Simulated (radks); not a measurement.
# V³⁺ in [Ne] 3s1.75 3p6 3d2 4p0.25: an all-electron calculation

One table from this session's results is given with a row withheld; the runs are named, their logs left out.

Method: Dirac Kohn-Sham, LDA (Slater exchange, Perdew-Zunger correlation), spin-unpolarised, spherical densities, point nucleus; open shells fill j = l - 1/2 first. Code: radks (a radial shooting solver on a logarithmic mesh, Libxc functionals) version 1.

**What is computed**

| Item | Value |
| --- | --- |
| element | vanadium (Z = 23) |
| charge | +3 |
| electrons | 20 |
| configuration | [Ne] 3s1.75 3p6 3d2 4p0.25 |

Set-up of the first run:

The run's settings:

```text
Z 23
configuration [Ne] 3s1.75 3p6 3d2 4p0.25 4s0 4d0 5p0 4f0
relativity Dirac
functional lda,pz
spin unpolarised
j_filling energy
nucleus point
c 137.035999084
```

The run is started by

```bash
> python run_ks.py task.json out
```

This one command runs every case of the session in turn.

Steps of the session up to this table: Self-consistent calculation.

One table of the session follows, with a row left open; its other results are not shown here.

It belongs to the step «Orbitals and density». Sizes of the orbitals, from the radial functions (bohr):

| level | <r> | outermost maximum (interpolated) | 90 % within | nodes |
| --- | --- | --- | --- | --- |
| 1s1/2 | 0.06657 | 0.0436 | 0.119 | 0 |
| 2s1/2 | 0.3089 | 0.256 | 0.480 | 1 |
| 2p1/2 | 0.2725 | 0.206 | 0.448 | 0 |
| 2p3/2 | 0.2753 | 0.209 | 0.452 | 0 |
| 3s1/2 | 0.9350 | 0.815 | 1.40 | 2 |
| 3p1/2 | 0.9831 | 0.831 | 1.51 | 1 |
| 3p3/2 | 0.9907 | 0.837 | 1.52 | 1 |
| 3d3/2 | 1.152 | 0.837 | 1.91 | 0 |
| 3d5/2 | 1.154 | 0.839 | 1.91 | 0 |
| 4s1/2 | 2.483 | 2.25 | 3.59 | 3 |
| 4p1/2 | 2.803 | 2.53 | 4.08 | 2 |
| 4p3/2 | ? | ? | ? | ? |
| 4d3/2 | 3.683 | 3.38 | 5.42 | 1 |
| 4d5/2 | 3.686 | 3.38 | 5.42 | 1 |
| 5p1/2 | 5.575 | 5.50 | 7.89 | 3 |
| 5p3/2 | 5.597 | 5.52 | 7.92 | 3 |
| 4f5/2 | 4.720 | 4.15 | 6.95 | 0 |
| 4f7/2 | 4.720 | 4.15 | 6.95 | 0 |

Q: Estimate the row for 4p3/2 from the others.

The run gave: <r>: 2.818; outermost maximum (interpolated): 2.55; 90 % within: 4.10; nodes: 2. In the column «<r>» it lies between 4p1/2 (2.803) and 4d3/2 (3.683).
